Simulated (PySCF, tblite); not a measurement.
# C₂H₁₂BNSi₂: dynamics, then NMR shifts on frames, part 2 of 2

tblite 0.8.0 and PySCF 2.14.0. Atoms count from 0. Earlier steps stand in the parts before.

### 5 Shielding tensors: 625 fs, PBE0/pcSseg-1

Job settings and geometry (Å):

```
{"job": {"kind": "nmr", "xc": "PBE0", "basis": "pcSseg-1", "pop": false}, "charge": 0, "multiplicity": 1}
C     -0.124600    -2.355400     1.209900
B      0.180000    -0.787600     0.751700
C     -0.898700     0.427500     0.838200
N      1.389500    -0.438100     0.088200
Si     1.662000     1.239300    -0.355800
Si     2.671500    -1.613800    -0.024700
H     -0.388900    -2.894800     0.230500
H      0.625400    -2.789300     1.739400
H     -1.072900    -2.398500     1.801800
H     -1.964700     0.153100     1.189500
H     -0.578600     1.173300     1.507800
H     -1.030500     0.790400    -0.196100
H      0.814900     1.832300    -1.430000
H      1.460500     2.104800     0.860900
H      3.094700     1.294200    -0.933900
H      3.010000    -1.380600    -1.399600
H      1.922700    -2.824800    -0.065100
H      3.787700    -1.375300     0.847900
```

With the program's defaults for keys left out, this is: GIAO PBE0/pcSseg-1 NMR shielding, non-relativistic, gas phase.

The program printed:

```text
coarse grid: 15008 points
cycle   1  E = -741.4681746671  dE =  1.899e-01  |g| = 5.503e-01  |ddm| = 3.615e+00
cycle   2  E = -741.4165939271  dE =  5.158e-02  |g| = 7.242e-01  |ddm| = 1.081e+00
cycle   3  E = -741.5389929497  dE = -1.224e-01  |g| = 1.061e-01  |ddm| = 6.780e-01
cycle   4  E = -741.5413875770  dE = -2.395e-03  |g| = 2.802e-02  |ddm| = 1.007e-01
cycle   5  E = -741.5415758636  dE = -1.883e-04  |g| = 5.343e-03  |ddm| = 2.703e-02
cycle   6  E = -741.5415830838  dE = -7.220e-06  |g| = 1.076e-03  |ddm| = 7.248e-03
final grid: 132936 points
cycle   7  E = -741.5707359248  dE = -3.422e-05  |g| = 7.275e-03  |ddm| = 2.611e-02
cycle   8  E = -741.5707277326  dE =  8.192e-06  |g| = 9.408e-03  |ddm| = 1.467e-02
cycle   9  E = -741.5707487765  dE = -2.104e-05  |g| = 1.190e-03  |ddm| = 8.361e-03
cycle  10  E = -741.5707490809  dE = -3.044e-07  |g| = 2.139e-04  |ddm| = 1.006e-03
cycle  11  E = -741.5707490911  dE = -1.018e-08  |g| = 3.439e-05  |ddm| = 1.995e-04
cycle  12  E = -741.5707490914  dE = -2.642e-10  |g| = 6.835e-06  |ddm| = 4.670e-05
converged SCF energy = -741.5707490914

GIAO shielding tensors (ppm)
atom      isotropic    diamagn.    paramagn.     s11        s22        s33       span
  0 C      170.103     255.150     -85.048    162.232    173.192    174.883     12.651
  1 B       43.600     193.245    -149.645      4.757     21.653    104.389     99.632
  2 C      172.575     256.823     -84.247    160.941    170.718    186.067     25.126
  3 N      167.251     329.898    -162.647     58.587    181.825    261.341    202.754
  4 Si     405.759     880.187    -474.428    370.512    374.414    472.353    101.841
  5 Si     405.916     881.335    -475.419    371.066    386.426    460.255     89.189
  6 H       29.712      30.383      -0.670     25.960     28.597     34.579      8.619
  7 H       32.535      33.425      -0.890     27.828     32.390     37.388      9.560
  8 H       30.034      30.805      -0.772     26.022     28.698     35.380      9.358
  9 H       29.460      30.982      -1.522     25.458     27.556     35.365      9.907
 10 H       31.382      34.426      -3.045     26.782     31.302     36.060      9.279
 11 H       30.604      34.617      -4.013     25.891     30.982     34.940      9.050
 12 H       26.468      30.298      -3.830     23.118     25.006     31.280      8.162
 13 H       26.330      29.927      -3.597     22.881     25.033     31.077      8.196
 14 H       26.030      28.487      -2.457     22.573     25.379     30.138      7.565
 15 H       27.366      30.282      -2.916     23.489     26.303     32.306      8.817
 16 H       26.623      30.579      -3.956     21.753     28.618     29.498      7.745
 17 H       27.356      29.223      -1.868     23.917     25.058     33.091      9.174
```

It took 24 s on 1 thread, shared host.

In short: δ C0 16.8, C2 14.3, B1 56.5, N3 100.5, H14 5.69, H13 5.39 ppm.

### 6 Nuclear shieldings: 800 fs, PBE0/pcSseg-1

Job settings and geometry (Å):

```
{"job": {"kind": "nmr", "xc": "PBE0", "basis": "pcSseg-1", "pop": false}, "charge": 0, "multiplicity": 1}
C     -0.510300    -2.241800     1.287300
B      0.062600    -0.936600     0.471000
C     -0.983400     0.304800     0.402400
N      1.339300    -0.603200    -0.054900
Si     1.874800     1.020000    -0.453600
Si     2.909000    -1.629600    -0.011100
H     -0.257500    -3.101000     0.791600
H     -0.051200    -2.249900     2.327700
H     -1.571800    -2.037400     1.211400
H     -1.976300    -0.233800     0.261300
H     -1.100200     0.644600     1.430700
H     -1.189100     1.192600    -0.298600
H      0.975900     2.076000    -0.322800
H      2.892300     1.061100     0.647700
H      2.458800     1.133700    -1.825400
H      4.123500    -0.869700     0.390600
H      3.075400    -1.721200    -1.563100
H      2.490900    -2.836200     0.659300
```

With the program's defaults for keys left out, this is: GIAO PBE0/pcSseg-1 NMR shielding, non-relativistic, gas phase.

The program printed:

```text
coarse grid: 15008 points
cycle   1  E = -741.4339337302  dE =  1.119e-01  |g| = 5.604e-01  |ddm| = 3.604e+00
cycle   2  E = -741.3585422760  dE =  7.539e-02  |g| = 7.915e-01  |ddm| = 1.244e+00
cycle   3  E = -741.5092475981  dE = -1.507e-01  |g| = 1.239e-01  |ddm| = 8.253e-01
cycle   4  E = -741.5125793852  dE = -3.332e-03  |g| = 2.975e-02  |ddm| = 1.128e-01
cycle   5  E = -741.5127876260  dE = -2.082e-04  |g| = 7.178e-03  |ddm| = 2.929e-02
cycle   6  E = -741.5128008622  dE = -1.324e-05  |g| = 1.602e-03  |ddm| = 9.253e-03
cycle   7  E = -741.5128014924  dE = -6.303e-07  |g| = 3.086e-04  |ddm| = 1.568e-03
final grid: 132936 points
cycle   8  E = -741.5429671387  dE = -3.306e-05  |g| = 6.931e-03  |ddm| = 2.426e-02
cycle   9  E = -741.5429576182  dE =  9.521e-06  |g| = 9.486e-03  |ddm| = 1.421e-02
cycle  10  E = -741.5429785571  dE = -2.094e-05  |g| = 1.384e-03  |ddm| = 8.444e-03
cycle  11  E = -741.5429789767  dE = -4.197e-07  |g| = 2.227e-04  |ddm| = 1.115e-03
cycle  12  E = -741.5429789875  dE = -1.071e-08  |g| = 4.943e-05  |ddm| = 2.181e-04
cycle  13  E = -741.5429789880  dE = -5.386e-10  |g| = 1.915e-05  |ddm| = 7.129e-05
converged SCF energy = -741.5429789880

GIAO shielding tensors (ppm)
atom      isotropic    diamagn.    paramagn.     s11        s22        s33       span
  0 C      179.213     257.458     -78.245    169.405    181.634    186.600     17.195
  1 B       49.437     194.408    -144.971     18.899     29.450     99.963     81.064
  2 C      169.028     253.653     -84.625    157.353    162.841    186.889     29.537
  3 N      145.847     327.500    -181.653     39.589    159.526    238.425    198.836
  4 Si     394.955     881.084    -486.129    334.462    375.521    474.884    140.422
  5 Si     388.733     878.440    -489.706    325.749    373.824    466.627    140.878
  6 H       32.570      33.436      -0.866     28.148     31.411     38.152     10.004
  7 H       30.000      29.697       0.303     26.706     27.902     35.392      8.686
  8 H       30.524      32.430      -1.906     25.306     30.767     35.497     10.191
  9 H       30.248      32.486      -2.237     25.347     30.606     34.791      9.444
 10 H       31.268      33.143      -1.874     28.271     29.663     35.871      7.600
 11 H       29.175      32.167      -2.992     24.053     28.469     35.003     10.950
 12 H       27.076      32.034      -4.959     22.756     27.823     30.648      7.892
 13 H       26.273      30.759      -4.486     22.455     25.199     31.165      8.710
 14 H       26.499      29.996      -3.498     23.542     24.617     31.337      7.795
 15 H       25.942      28.410      -2.467     23.228     24.912     29.686      6.458
 16 H       25.556      27.103      -1.547     22.231     24.127     30.308      8.078
 17 H       26.679      28.865      -2.186     22.370     26.678     30.990      8.620
```

Wall time 22 s (1 thread, shared host).

Key values: δ C2 17.9, C0 7.7, B1 50.6, N3 121.9, H16 6.16, H15 5.77 ppm.

### 7 NMR shieldings: 1000 fs, PBE0/pcSseg-1

Job settings and geometry (Å):

```
{"job": {"kind": "nmr", "xc": "PBE0", "basis": "pcSseg-1", "pop": false}, "charge": 0, "multiplicity": 1}
C     -0.236700    -2.350200     0.151300
B      0.244100    -0.826200     0.176200
C     -0.899200     0.288700     0.157300
N      1.569700    -0.348900     0.270700
Si     1.934900     1.321600    -0.016200
Si     3.108000    -1.181300     0.376300
H     -1.217000    -2.527400     0.358900
H     -0.099700    -2.365400    -0.901000
H      0.353600    -3.051600     0.860600
H     -1.137900     0.719700     1.146800
H     -0.697100     1.114000    -0.505000
H     -1.895800    -0.156700    -0.118700
H      1.345700     1.657400    -1.219700
H      1.102400     2.263400     0.812500
H      3.341000     1.570900     0.163400
H      2.908100    -2.596400     0.379900
H      3.854200    -0.737800     1.461000
H      3.863200    -0.985300    -0.873100
```

With the program's defaults for keys left out, this is: GIAO PBE0/pcSseg-1 NMR shielding, non-relativistic, gas phase.

The program printed:

```text
coarse grid: 15008 points
cycle   1  E = -741.4554534743  dE =  3.916e-01  |g| = 5.627e-01  |ddm| = 3.664e+00
cycle   2  E = -741.4073514737  dE =  4.810e-02  |g| = 7.194e-01  |ddm| = 1.123e+00
cycle   3  E = -741.5306415796  dE = -1.233e-01  |g| = 9.865e-02  |ddm| = 7.013e-01
cycle   4  E = -741.5326789246  dE = -2.037e-03  |g| = 3.005e-02  |ddm| = 9.788e-02
cycle   5  E = -741.5328900052  dE = -2.111e-04  |g| = 5.569e-03  |ddm| = 2.753e-02
cycle   6  E = -741.5328980315  dE = -8.026e-06  |g| = 1.316e-03  |ddm| = 7.073e-03
final grid: 132936 points
cycle   7  E = -741.5614094636  dE = -3.126e-05  |g| = 7.110e-03  |ddm| = 2.665e-02
cycle   8  E = -741.5614028159  dE =  6.648e-06  |g| = 8.849e-03  |ddm| = 1.407e-02
cycle   9  E = -741.5614220373  dE = -1.922e-05  |g| = 1.004e-03  |ddm| = 8.060e-03
cycle  10  E = -741.5614222474  dE = -2.101e-07  |g| = 2.014e-04  |ddm| = 8.235e-04
cycle  11  E = -741.5614222563  dE = -8.846e-09  |g| = 3.539e-05  |ddm| = 1.982e-04
cycle  12  E = -741.5614222566  dE = -2.913e-10  |g| = 1.172e-05  |ddm| = 5.298e-05
converged SCF energy = -741.5614222566

GIAO shielding tensors (ppm)
atom      isotropic    diamagn.    paramagn.     s11        s22        s33       span
  0 C      174.305     256.019     -81.714    157.886    172.626    192.404     34.519
  1 B       46.249     193.305    -147.057     -0.246     29.730    109.262    109.508
  2 C      174.623     256.458     -81.835    163.933    170.350    189.587     25.654
  3 N      205.523     326.570    -121.047    116.942    218.895    280.733    163.792
  4 Si     406.536     882.462    -475.925    364.244    372.634    482.731    118.487
  5 Si     410.262     879.313    -469.051    371.436    385.404    473.946    102.510
  6 H       32.405      34.832      -2.427     28.047     31.556     37.613      9.566
  7 H       32.381      31.778       0.603     28.933     31.542     36.666      7.733
  8 H       29.018      29.050      -0.033     23.839     28.587     34.628     10.790
  9 H       30.460      32.729      -2.269     26.364     29.119     35.897      9.532
 10 H       31.050      34.982      -3.932     25.875     31.390     35.884     10.009
 11 H       30.215      32.758      -2.543     25.970     29.309     35.366      9.396
 12 H       27.686      33.160      -5.474     24.087     26.005     32.966      8.880
 13 H       26.426      30.753      -4.327     22.831     25.541     30.906      8.075
 14 H       27.206      30.380      -3.174     23.356     26.457     31.805      8.448
 15 H       27.143      29.022      -1.879     22.842     26.998     31.590      8.748
 16 H       28.156      29.518      -1.362     24.454     25.926     34.086      9.632
 17 H       27.066      28.312      -1.245     23.780     25.256     32.162      8.382
```

It took 20 s on 1 thread, shared host.

Key values: δ C0 12.6, C2 12.3, B1 53.8, N3 62.2, H13 5.29, H17 4.65 ppm.

### 8 Comparing the runs: NMR shifts

Shifts (ppm) of some atoms, chosen among heavy atoms and hydrogens apart, with basis size and wall time:

```tsv
frame	C0	C2	H16	H6	N3	Si5	Si4	functions	time
250 fs	17.4	7.0	3.28	2.55	88.1	-52.6	-53.1	176	29 s
425 fs	14.1	17.4	4.70	0.72	81.4	-51.0	-44.0	176	26 s
625 fs	16.8	14.3	5.09	2.00	100.5	-56.8	-56.6	176	24 s
800 fs	7.7	17.9	6.16	-0.85	121.9	-39.6	-45.8	176	22 s
1000 fs	12.6	12.3	3.56	-0.69	62.2	-61.1	-57.4	176	20 s
```

### 9 What came out

This closing draws on all 2 parts.

| quantity | value |
| --- | --- |
| thermostat | 600 K |
| mean temperature, second half | 560 K |
| mean potential energy above the minimum | 1.15 eV |
| ¹³C shifts against TMS (PBE0/pcSseg-1, 250 fs) | 17.4, 7.0 ppm |
| ¹H shifts against TMS (PBE0/pcSseg-1, 250 fs) | 5.39, 5.39, 4.95, 4.24, 3.97, 3.28, 2.55, 1.65, 1.29, 0.52, 0.38, -1.25 ppm |
| ¹¹B shifts against BF3·OEt2 (PBE0/pcSseg-1, 250 fs) | 52.3 ppm |
| ¹⁵N shifts against NH3 (PBE0/pcSseg-1, 250 fs) | 88.1 ppm |
| ²⁹Si shifts against TMS (PBE0/pcSseg-1, 250 fs) | -52.6, -53.1 ppm |
| range of the shift of N3 | 62.2 to 121.9 ppm |

What this shows: In the second half the potential energy averages 1.15 eV above the minimum; equipartition over 48 harmonic modes at 600 K would give 1.24 eV. With 18 atoms the temperature swings widely (344 to 760 K). Shifts at one fixed geometry are not the observed spectrum, which averages over the motion. In the first frame run (250 fs): Shielding is most anisotropic at N3 (span 196 ppm, paramagnetic term -148 ppm). Across the 5 runs the shift of N3 moves most, between 62.2 (1000 fs) and 121.9 ppm (800 fs).
